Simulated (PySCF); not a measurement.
# SnO (SMILES [O]=[Sn]): wB97X-V/STO-6G

What is the vertical singlet–triplet gap of SnO at wB97X-V/STO-6G? The job is set up through a Python script.

The results are computed with PySCF 2.14.0.

15 further runs of the same task are left out: 6 that didn't finish, 9 set aside as unsound or not needed.

## Step 1: Starting point

SnO: 2 atoms, total charge 0, spin state singlet. SMILES: `[O]=[Sn]`. The shape is that of a PBE0-D4/def2-TZVP optimisation.

Bond lengths: O1–Sn2 1.818 Å.

## Step 2: The energy at wB97X-V/STO-6G

Contents of input.py:

```python
# tin(ii) oxide
from pyscf import gto, dft

molecule = gto.M(
    atom=[
    ('O', (-0.000000, 0.000000, -0.007080)),
    ('Sn', (0.000000, -0.000000, 1.810660)),
],
    verbose=4,
    spin=0,
    basis='sto-6g',
    max_memory=1860,
)

calc0 = dft.RKS(molecule)
calc0.xc = 'wb97x-v'
calc0.conv_tol = 1e-10
calc0.grids.level = 5
calc0.nlcgrids.level = 1
calc0.kernel()
if not calc0.converged:
    calc0 = calc0.newton().run(calc0.mo_coeff, calc0.mo_occ)

energy = calc0.e_tot
print(f'total energy: {energy:.8f} hartree')
```

Run with:

```bash
$ OMP_NUM_THREADS=1 python input.py
```

What it wrote:

```text
PySCF version 2.14.0

[INPUT] num. atoms = 2
[INPUT] num. electrons = 58
[INPUT] charge = 0
[INPUT] spin (= nelec alpha-beta = 2S) = 0
[INPUT] symmetry False subgroup None
[INPUT] Mole.unit = angstrom
[INPUT] Symbol           X                Y                Z      unit          X                Y                Z       unit  Magmom
[INPUT]  1 O      0.000000000000   0.000000000000  -0.007080000000 AA    0.000000000000   0.000000000000  -0.013379260962 Bohr   0.0
[INPUT]  2 Sn     0.000000000000   0.000000000000   1.810660000000 AA    0.000000000000   0.000000000000   3.421651504705 Bohr   0.0

nuclear repulsion = 116.447283092191
number of shells = 14
number of NR pGTOs = 192
number of NR cGTOs = 32
basis = sto-6g
ecp = {}

******** <class 'pyscf.dft.rks.RKS'> ********
method = RKS
initial guess = minao
damping factor = 0
level_shift factor = 0
DIIS = <class 'pyscf.scf.diis.CDIIS'>
diis_start_cycle = 1
diis_space = 8
diis_damp = 0
SCF conv_tol = 1e-10
SCF conv_tol_grad = None
SCF max_cycles = 50
direct_scf = True
direct_scf_tol = 1e-13
XC library pyscf.dft.libxc version 7.0.0
    S. Lehtola, C. Steigemann, M. J.T. Oliveira, and M. A.L. Marques.,  SoftwareX 7, 1–5 (2018)
XC functionals = wb97x-v
    N. Mardirossian and M. Head-Gordon.,  Phys. Chem. Chem. Phys. 16, 9904-9924 (2014)
radial grids:
    Treutler-Ahlrichs [JCP 102, 346 (1995); DOI:10.1063/1.469408] (M4) radial grids

becke partition: Becke, JCP 88, 2547 (1988); DOI:10.1063/1.454033
pruning grids: <function nwchem_prune>
grids dens level: 5
symmetrized grids: False
atomic radii adjust function: <function treutler_atomic_radii_adjust>
** Following is NLC and NLC Grids **
NLC functional = wb97x-v
radial grids:
    Treutler-Ahlrichs [JCP 102, 346 (1995); DOI:10.1063/1.469408] (M4) radial grids

becke partition: Becke, JCP 88, 2547 (1988); DOI:10.1063/1.454033
pruning grids: <function nwchem_prune>
grids dens level: 1
symmetrized grids: False
atomic radii adjust function: <function treutler_atomic_radii_adjust>
small_rho_cutoff = 0
Set gradient conv threshold to 1e-05
Initial guess from minao.
tot grids = 89984
tot grids = 13208
init E= -6056.77808241084
  HOMO = -0.592290595038297  LUMO = -0.343640398089545  gap/eV = 6.76612
cycle= 1 E= -6070.79091510343  delta_E=  -14  |g|= 0.668  |ddm|= 2.06
  HOMO = 0.0293287671167581  LUMO = 0.303853826687651  gap/eV = 7.47021
cycle= 2 E= -6069.11176062555  delta_E= 1.68  |g|= 2.36  |ddm|= 3.31
  HOMO = -0.184061282157295  LUMO = 0.152611997230532  gap/eV = 9.16135
cycle= 3 E= -6070.9999612098  delta_E= -1.89  |g|= 0.16  |ddm|= 2.35
  HOMO = -0.212685263957162  LUMO = 0.160209739228407  gap/eV = 10.14699
cycle= 4 E= -6071.00712218562  delta_E= -0.00716  |g|= 0.043  |ddm|= 0.129
  HOMO = -0.213216612506136  LUMO = 0.155435943236273  gap/eV = 10.03155
cycle= 5 E= -6071.0076990043  delta_E= -0.000577  |g|= 0.00301  |ddm|= 0.0445
  HOMO = -0.213496147550654  LUMO = 0.155338889211572  gap/eV = 10.03651
cycle= 6 E= -6071.00770205883  delta_E= -3.05e-06  |g|= 0.000154  |ddm|= 0.00404
  HOMO = -0.213513269048808  LUMO = 0.155342102362166  gap/eV = 10.03707
cycle= 7 E= -6071.00770207896  delta_E= -2.01e-08  |g|= 0.000143  |ddm|= 0.000631
  HOMO = -0.213525762179985  LUMO = 0.15533754718632  gap/eV = 10.03728
cycle= 8 E= -6071.00770208655  delta_E= -7.59e-09  |g|= 1.57e-05  |ddm|= 0.000266
  HOMO = -0.213525592314682  LUMO = 0.155335946201658  gap/eV = 10.03723
cycle= 9 E= -6071.00770208663  delta_E= -8.37e-11  |g|= 2.08e-06  |ddm|= 1.91e-05
  HOMO = -0.213525934717265  LUMO = 0.155335663053504  gap/eV = 10.03724
Extra cycle  E= -6071.00770208663  delta_E= 5.46e-12  |g|= 4.58e-06  |ddm|= 7.54e-06
converged SCF energy = -6071.00770208663
total energy: -6071.00770209 hartree
```

It took 22 s on 1 thread of Arm Neoverse V1, shared host; peak memory 0.23 GiB.

## Step 3: The triplet

Contents of start.xyz:

```xyz
2

O      0.000000     0.000000    -0.007080
Sn     0.000000     0.000000     1.810660
```

Contents of run.py:

```python
from pyscf import gto, dft

system = gto.Mole()
system.atom = 'start.xyz'
system.spin = 2
system.basis = 'sto-6g'
system.verbose = 3
system.max_memory = 1860
system.build()

calc0 = dft.UKS(system)
calc0.xc = 'wb97x-v'
calc0.nlcgrids.level = 1
calc0.grids.level = 5
calc0.conv_tol = 1e-10
calc0.kernel()
if not calc0.converged:
    calc0 = calc0.newton().run(calc0.mo_coeff, calc0.mo_occ)

e_tot = calc0.e_tot
print('E = %.10f Eh' % e_tot)
```

Run with:

```bash
$ OMP_NUM_THREADS=1 python run.py
```

What it wrote:

```text
WARN: HOMO -0.34364039808955 >= LUMO -0.592290595038311

converged SCF energy = -6070.89486976659  <S^2> = 2.0130541  2S+1 = 3.0086901
E = -6070.8948697666 Eh
```

It took 35 s on 1 thread of Arm Neoverse V1, shared host; peak memory 0.23 GiB.

## Step 4: What came out

At wB97X-V/STO-6G:

```
                                        quantity           value
                           singlet: total energy  -6071.00770 Eh
                          singlet: dipole moment          1.01 D
                            singlet: HOMO energy        -5.81 eV
                            singlet: LUMO energy         4.23 eV
                          singlet: HOMO–LUMO gap        10.04 eV
                           triplet: total energy  -6070.89487 Eh
                          triplet: dipole moment          1.57 D
     triplet: HOMO energy (highest over α and β)        -2.70 eV
      triplet: LUMO energy (lowest over α and β)         1.22 eV
                                   triplet: ⟨S²⟩           2.013
vertical energy of the triplet above the singlet        3.070 eV
```

In words: At this shape the triplet lies 3.07 eV (71 kcal/mol) above the singlet. In a minimal basis such a difference can be off by several eV, whatever the method. Relativity is left out (singlet) although the molecule holds a heavy atom. Relativity is left out (triplet) although the molecule holds a heavy atom.
